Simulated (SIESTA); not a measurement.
The system is Mg6MnSi.

```xyz
8
Lattice="4.7886 0.0000 0.0000 0.0000 3.0947 5.3043 0.0000 -3.0947 5.3043" Properties=species:S:1:pos:R:3 pbc="T T T"
Mn    0.0000    0.0000    8.7265
Si    2.3943    0.0000    7.2271
Mg    2.3943    0.0000    1.7688
Mg    2.3943    1.6010    4.3627
Mg    2.3943   -1.6010    4.3627
Mg    0.0000    0.0000    3.5457
Mg    0.0000    1.5146    6.2205
Mg    0.0000   -1.5146    6.2205
```

The cell comes from a database or a generator and needn't be the stable form of this composition.

```yaml
Program: SIESTA 5.4.2
Task: single point
Functional: PBE
Potentials_or_basis: PseudoDojo 0.4 standard (PBE files)
Basis: DZP (energy shift 0.003 Ry; two zetas on semicore shells)
Grid_cutoff: 800 Ry
Energy_shift: 0.003 Ry
k_mesh: 6 × 5 × 5
Occupations: fermi-dirac, width 0.05 eV
Spin: collinear spin, ferromagnetic start
Starting_moments: "[4.0, 0.0, 0.0, 0.0, 0.0, 0.0, 0.0, 0.0] μB"
```

On this cell: pressure 2.0 GPa; largest force 0.150 eV/Å; net moment 3.42 μB per cell; site moments Mn +4.08; Si -0.10; Mg +0.09, -0.13, -0.15, -0.12 μB; band gap on the k mesh none (metal or under the smearing width).

The same run follows on a disturbed copy (atoms moved at random, drawn with an rms of 0.05 Å):

```
Mn Si Mg
1.0
     4.78862    0.00000    0.00000
     0.00000    3.09474    5.30430
     0.00000   -3.09474    5.30430
Mn Si Mg
1 1 6
Direct
  0.99584 0.82076 0.82370
  0.50168 0.67416 0.67980
  0.50138 0.16468 0.17321
  0.49213 0.66363 0.15528
  0.48787 0.15288 0.67556
  0.99940 0.33732 0.32986
  0.00845 0.82274 0.35063
  0.99939 0.34827 0.82013
```

Task: What changes?

Result: The energy (extrapolated to zero smearing) moves by +5.8 meV/atom; pressure 2.1 GPa; largest force 0.490 eV/Å; net moment 3.43 μB per cell; site moments Mn +4.09; Si -0.10; Mg +0.09, -0.13, -0.15, -0.12 μB; band gap on the k mesh none (metal or under the smearing width).

Forces in eV/Å, atoms in the order of the input:
```
Mn  -0.081  0.029  0.079
Si   0.016  0.036  0.048
Mg   0.054 -0.013 -0.166
Mg   0.228  0.049  0.190
Mg   0.248  0.065 -0.046
Mg  -0.161 -0.129 -0.090
Mg  -0.213  0.430 -0.056
Mg  -0.090 -0.479  0.054
```

Stress tensor (GPa, compression positive):
```
 1.66  0.13 -0.20
 0.13  2.32  0.13
-0.20  0.13  2.27
```

Caveats: short orbitals over semicore shells can move pressures by several GPa; the basis of atomic orbitals isn't converged, which shifts pressures, moduli and gaps.
